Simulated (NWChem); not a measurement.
**CH6BNO (SMILES CB(N)O) at 3 levels**

We compute a comparison of 3 runs (HF/STO-3G, HF/3-21G, B3LYP/6-31G*) of CH6BNO. 

The results are computed with NWChem 7.3.0.

## 1. The system as given

CH6BNO has 10 atoms, charge 0, and is taken as a singlet. As SMILES, `CB(N)O`. Geometry: relaxed at GFN2-xTB. This is one conformer, not always the lowest.

Bond lengths: C1–B2 1.599 Å, B2–N3 1.397 Å, B2–O4 1.366 Å, C1–H5 1.089 Å, C1–H6 1.086 Å, C1–H7 1.089 Å, N3–H8 1.004 Å, N3–H9 1.003 Å, O4–H10 0.955 Å. Some angles: C1–B2–N3 120.6°, C1–B2–O4 123.0°, N3–B2–O4 116.5°, B2–C1–H5 110.4°, B2–C1–H6 112.2°, B2–C1–H7 112.3°, B2–N3–H8 121.9°, B2–N3–H9 124.2°, B2–O4–H10 114.6°, H5–C1–H6 107.0°.

## 2. Energy and forces at HF/STO-3G (run 1)

run.py reads:

```python
from ase import Atoms
from ase.calculators.nwchem import NWChem

molecule = Atoms(['C', 'B', 'N', 'O', 'H', 'H', 'H', 'H', 'H', 'H'], positions=[
    [-0.979100, 0.707990, -0.136450],
    [0.390180, -0.117060, -0.092090],
    [0.570820, -1.144190, 0.837850],
    [1.426270, 0.115790, -0.950900],
    [-1.678000, 0.246470, -0.832310],
    [-1.469550, 0.741440, 0.832210],
    [-0.832440, 1.734590, -0.467700],
    [1.414230, -1.688140, 0.869900],
    [-0.114250, -1.416110, 1.517640],
    [1.271840, 0.819230, -1.578170],
])

calc = NWChem(
    label='test',
    theory='scf',
    memory='2200 mb',
    basis='STO-3G',
    basispar='spherical bse',
    scf={'nopen': '0', 'rhf': None, 'thresh': '1e-08', 'maxiter': '80', 'print': 'low'},
)
molecule.calc = calc

forces = molecule.get_forces()
e = molecule.get_potential_energy()
print(f"E = {e:.6f} eV")
print("forces (eV/A):")
for s, f in zip(molecule.symbols, forces):
    print(f"{s:2s} {f[0]:10.5f} {f[1]:10.5f} {f[2]:10.5f}")
```

The run is started by

```console
export ASE_NWCHEM_COMMAND="nwchem PREFIX.nwi > PREFIX.nwo"
python run.py
```

Output:

```text
E = -5250.570978 eV
forces (eV/A):
C     0.00273    0.03152   -0.05538
B    -0.16429    0.39528   -0.29779
N     0.01085    0.61141   -0.61192
O     0.48733   -1.57840    1.31157
H     0.10562    0.04253    0.07667
H     0.09133   -0.02155   -0.09647
H     0.01193   -0.17586    0.05826
H     0.55865   -0.42932    0.09086
H    -0.47853   -0.18111    0.47427
H    -0.62555    1.30545   -0.95013
```

The calculator wrote test.nwi:

```
title "test"

permanent_dir test

scratch_dir test

start test

geometry units angstrom nocenter noautosym noautoz
  C  -9.7909999999999997e-01 7.0799000000000001e-01 -1.3644999999999999e-01
  B  3.9018000000000003e-01 -1.1706000000000000e-01 -9.2090000000000005e-02
  N  5.7081999999999999e-01 -1.1441900000000000e+00 8.3784999999999998e-01
  O  1.4262699999999999e+00 1.1579000000000000e-01 -9.5089999999999997e-01
  H  -1.6779999999999999e+00 2.4646999999999999e-01 -8.3230999999999999e-01
  H  -1.4695499999999999e+00 7.4143999999999999e-01 8.3221000000000001e-01
  H  -8.3243999999999996e-01 1.7345900000000001e+00 -4.6770000000000000e-01
  H  1.4142300000000001e+00 -1.6881400000000000e+00 8.6990000000000001e-01
  H  -1.1425000000000000e-01 -1.4161100000000000e+00 1.5176400000000001e+00
  H  1.2718400000000001e+00 8.1923000000000001e-01 -1.5781700000000001e+00
end

memory 2200 mb

basis spherical bse noprint
   * library STO-3G
end

scf
  nopen 0
  rhf
  thresh 1e-08
  maxiter 80
  print low
end

task scf gradient
```

test.nwo:

```text
Northwest Computational Chemistry Package (NWChem) 7.3.0
             --------------------------------------------------------

           Job information
           ---------------

    nwchem branch   = 7.3.0
    use scalapack   = T
    input           = test.nwi
    prefix          = test.
    data base       = test/test.db
    status          = startup
    nproc           =        1

           Memory information
           ------------------

    heap     =     72089594 doubles =      550.0 Mbytes
    stack    =     72089599 doubles =      550.0 Mbytes
    global   =    144179200 doubles =     1100.0 Mbytes (distinct from heap & stack)
    total    =    288358393 doubles =     2200.0 Mbytes
    verify   = yes
    hardfail = no

           Directory information
           ---------------------

  0 permanent = test
  0 scratch   = test

                                NWChem Input Module
                                -------------------

                                       test
                                       ----

[... 27 lines left out ...]
            Nuclear Dipole moment (a.u.)
[... 54 lines left out ...]
                                       test

  ao basis        = "ao basis"
  functions       =    26
  atoms           =    10
  closed shells   =    16
  open shells     =     0
  charge          =   0.00
  wavefunction    = RHF
  input vectors   = atomic
  output vectors  = test/test.movecs
  use symmetry    = F
  symmetry adapt  = F

 Forming initial guess at       0.0s

 Starting SCF solution at       0.1s

       Final RHF  results
       ------------------

         Total SCF energy =   -192.954926043898
      One-electron energy =   -493.585749096229
      Two-electron energy =    185.198511238169
 Nuclear repulsion energy =    115.432311814163

        Time for solution =      0.8s

                              NWChem Gradients Module
                              -----------------------

                         RHF ENERGY GRADIENTS

    atom               coordinates                        gradient
                 x          y          z           x          y          z
   1 C      -1.850231   1.337907  -0.257853   -0.000053  -0.000613   0.001077
   2 B       0.737333  -0.221211  -0.174025    0.003195  -0.007687   0.005791
   3 N       1.078693  -2.162206   1.583307   -0.000211  -0.011890   0.011900
[... 6 lines of this table left out ...]
  10 H       2.403429   1.548120  -2.982309    0.012165  -0.025387   0.018477

 Task  times  cpu:        1.1s     wall:        1.1s
 Total times  cpu:        1.1s     wall:        1.1s
```

It took 2 s on 1 thread of Intel Xeon 6975P-C (Granite Rapids), shared host; peak memory 0.097 GiB.

## 3. Energy and gradient at HF/3-21G (run 2)

ch6bno.nw reads:

```
start ch6bno
title "CH6BNO"
memory total 2200 mb

geometry noautosym nocenter noautoz
C    -0.979100    0.707990   -0.136450
B     0.390180   -0.117060   -0.092090
N     0.570820   -1.144190    0.837850
O     1.426270    0.115790   -0.950900
H    -1.678000    0.246470   -0.832310
H    -1.469550    0.741440    0.832210
H    -0.832440    1.734590   -0.467700
H     1.414230   -1.688140    0.869900
H    -0.114250   -1.416110    1.517640
H     1.271840    0.819230   -1.578170
end

basis "ao basis" spherical bse
C library 3-21G
B library 3-21G
N library 3-21G
O library 3-21G
H library 3-21G
end

scf
singlet
rhf
thresh 1e-08
maxiter 80
print medium
end

task scf gradient
```

The run is started by

```console
nwchem ch6bno.nw > ch6bno.out
```

Output:

```text
[...]
  functions       =    48
[...]
  wavefunction    = RHF
[...]
         Total SCF energy =   -194.398453886629
      One-electron energy =   -493.684825911819
      Two-electron energy =    183.854060211027
 Nuclear repulsion energy =    115.432311814163
        Time for solution =      1.0s
[...]
                         RHF ENERGY GRADIENTS
    atom               coordinates                        gradient
                 x          y          z           x          y          z
   1 C      -1.850231   1.337907  -0.257853   -0.002513  -0.000076   0.001527
   2 B       0.737333  -0.221211  -0.174025    0.022704  -0.000620  -0.014937
   3 N       1.078693  -2.162206   1.583307   -0.000784   0.016463  -0.015416
   4 O       2.695259   0.218811  -1.796940   -0.015048  -0.005407   0.015335
   5 H      -3.170960   0.465761  -1.572838    0.000534   0.000252   0.000932
   6 H      -2.777047   1.401118   1.572649   -0.000747   0.000172  -0.000120
   7 H      -1.573084   3.277900  -0.883825    0.000641  -0.000226  -0.000435
   8 H       2.672507  -3.190122   1.643873    0.002300  -0.002899   0.001542
   9 H      -0.215901  -2.676060   2.867924   -0.002022  -0.002199   0.003000
  10 H       2.403429   1.548120  -2.982309   -0.005066  -0.005461   0.008573
[...]
```

It took 2 s on 1 thread of Intel Xeon 6975P-C (Granite Rapids), shared host; peak memory 0.099 GiB.

## 4. Energy and gradient at B3LYP/6-31G(d) (Cartesian functions) (run 3)

run.py reads:

```python
from ase import Atoms
from ase.calculators.nwchem import NWChem

atoms = Atoms('CBNOHHHHHH', positions=[
    [-0.979100, 0.707990, -0.136450],
    [0.390180, -0.117060, -0.092090],
    [0.570820, -1.144190, 0.837850],
    [1.426270, 0.115790, -0.950900],
    [-1.678000, 0.246470, -0.832310],
    [-1.469550, 0.741440, 0.832210],
    [-0.832440, 1.734590, -0.467700],
    [1.414230, -1.688140, 0.869900],
    [-0.114250, -1.416110, 1.517640],
    [1.271840, 0.819230, -1.578170],
])

calc = NWChem(
    label='input',
    theory='dft',
    memory='2200 mb',
    basis='6-31G*',
    dft={'xc': 'b3lyp', 'mult': '1', 'grid': 'xfine', 'convergence': 'energy 1e-08', 'iterations': '100', 'mulliken': None},
)
atoms.calc = calc

forces = atoms.get_forces()
print("Total energy (eV):", round(atoms.get_potential_energy(), 6))
print("forces (eV/A):")
for s, f in zip(atoms.symbols, forces):
    print(f"{s:2s} {f[0]:10.5f} {f[1]:10.5f} {f[2]:10.5f}")
print("dipole (e A):", atoms.get_dipole_moment().round(4))
```

The run is started by

```console
export ASE_NWCHEM_COMMAND="nwchem PREFIX.nwi > PREFIX.nwo"
python run.py
```

Output:

```text
Total energy (eV): -5350.959304
forces (eV/A):
C     0.47576   -0.23639   -0.05075
B    -0.76670    0.44876    0.06104
N     0.05929   -0.27639    0.25336
O     0.74757   -0.32555   -0.15776
H    -0.22909   -0.12172   -0.22693
H    -0.16980    0.02350    0.29758
H     0.01789    0.30282   -0.07765
H     0.26297   -0.17612   -0.00098
H    -0.18733   -0.02206    0.15365
H    -0.21057    0.38315   -0.25156
dipole (e A): [-0.1287  0.0013  0.047 ]
```

The calculator wrote input.nwi:

```
title "input"

permanent_dir input

scratch_dir input

start input

geometry units angstrom nocenter noautosym noautoz
  C  -9.7909999999999997e-01 7.0799000000000001e-01 -1.3644999999999999e-01
  B  3.9018000000000003e-01 -1.1706000000000000e-01 -9.2090000000000005e-02
  N  5.7081999999999999e-01 -1.1441900000000000e+00 8.3784999999999998e-01
  O  1.4262699999999999e+00 1.1579000000000000e-01 -9.5089999999999997e-01
  H  -1.6779999999999999e+00 2.4646999999999999e-01 -8.3230999999999999e-01
  H  -1.4695499999999999e+00 7.4143999999999999e-01 8.3221000000000001e-01
  H  -8.3243999999999996e-01 1.7345900000000001e+00 -4.6770000000000000e-01
  H  1.4142300000000001e+00 -1.6881400000000000e+00 8.6990000000000001e-01
  H  -1.1425000000000000e-01 -1.4161100000000000e+00 1.5176400000000001e+00
  H  1.2718400000000001e+00 8.1923000000000001e-01 -1.5781700000000001e+00
end

memory 2200 mb

basis noprint
   * library 6-31G*
end

dft
  xc b3lyp
  mult 1
  grid xfine
  convergence energy 1e-08
  iterations 100
  mulliken
end

task dft gradient
```

input.nwo:

```text
Northwest Computational Chemistry Package (NWChem) 7.3.0
             --------------------------------------------------------

           Job information
           ---------------

    nwchem branch   = 7.3.0
    use scalapack   = T
    input           = input.nwi
    prefix          = input.
    data base       = input/input.db
    status          = startup
    nproc           =        1

           Memory information
           ------------------

    heap     =     72089594 doubles =      550.0 Mbytes
    stack    =     72089599 doubles =      550.0 Mbytes
    global   =    144179200 doubles =     1100.0 Mbytes (distinct from heap & stack)
    total    =    288358393 doubles =     2200.0 Mbytes
    verify   = yes
    hardfail = no

           Directory information
           ---------------------

  0 permanent = input
  0 scratch   = input

                                NWChem Input Module
                                -------------------

                                       input
                                       -----

[... 98 lines left out ...]
  convergence criterion.
[... 17 lines left out ...]
          Convergence on gradient requested:  5.00D-04
[... 28 lines left out ...]
          Convergence aids based upon iterative change in
[... 28 lines left out ...]
 1-e energy   =    -490.909376
[... 46 lines left out ...]
         Total DFT energy =     -196.644129019466
[... 2 lines left out ...]
    Exchange-Corr. energy =      -27.356702433043
[... 571 lines left out ...]
          Convergence on energy requested:  1.00D-08
[... 26 lines left out ...]
          Spatial weights used:  Erf1
[... 4 lines left out ...]
          total energy or number of iterations.
[... 18 lines left out ...]
                            NWChem DFT Gradient Module
                            --------------------------

                                       input

  charge          =   0.00
  wavefunction    = closed shell

                         DFT ENERGY GRADIENTS

    atom               coordinates                        gradient
                 x          y          z           x          y          z
   1 C      -1.850231   1.337907  -0.257853   -0.009252   0.004597   0.000987
   2 B       0.737333  -0.221211  -0.174025    0.014910  -0.008727  -0.001187
   3 N       1.078693  -2.162206   1.583307   -0.001153   0.005375  -0.004927
[... 6 lines of this table left out ...]
  10 H       2.403429   1.548120  -2.982309    0.004095  -0.007451   0.004892

                 ----------------------------------------
                 |  Time  |  1-e(secs)   |  2-e(secs)   |
                 ----------------------------------------
                 |  CPU   |       0.00   |       1.97   |
                 ----------------------------------------
                 |  WALL  |       0.00   |       1.97   |
                 ----------------------------------------

 Task  times  cpu:       27.8s     wall:       27.8s
 Total times  cpu:       27.8s     wall:       27.8s
```

Run time: 29 s. Hardware: 1 thread of Intel Xeon 6975P-C (Granite Rapids), shared host; peak memory 0.14 GiB.

## 5. The series

| run | level | Cartesian functions | iteration cap | energy (Eh) | largest force (eV/Å) | wall time |
| --- | --- | --- | --- | --- | --- | --- |
| 1 | HF/STO-3G | no | 80 | -192.954926 | 2.109 | 2 s |
| 2 | HF/3-21G | no | 80 | -194.398454 | 1.398 | 2 s |
| 3 | B3LYP/6-31G* (Cartesian functions) | yes | 100 | -196.644129 | 0.890 | 29 s |

## 6. Outcome

```
                       quantity          value
            run 3: total energy  -196.64413 Eh
           run 3: dipole moment         0.66 D
             run 3: HOMO energy       -6.79 eV
             run 3: LUMO energy        2.05 eV
           run 3: HOMO–LUMO gap        8.83 eV
run 3: largest force on an atom     0.890 eV/Å
```

In words: In run 1 the basis is minimal, so the values are rough. All runs together took 33 s, the longest 29 s.
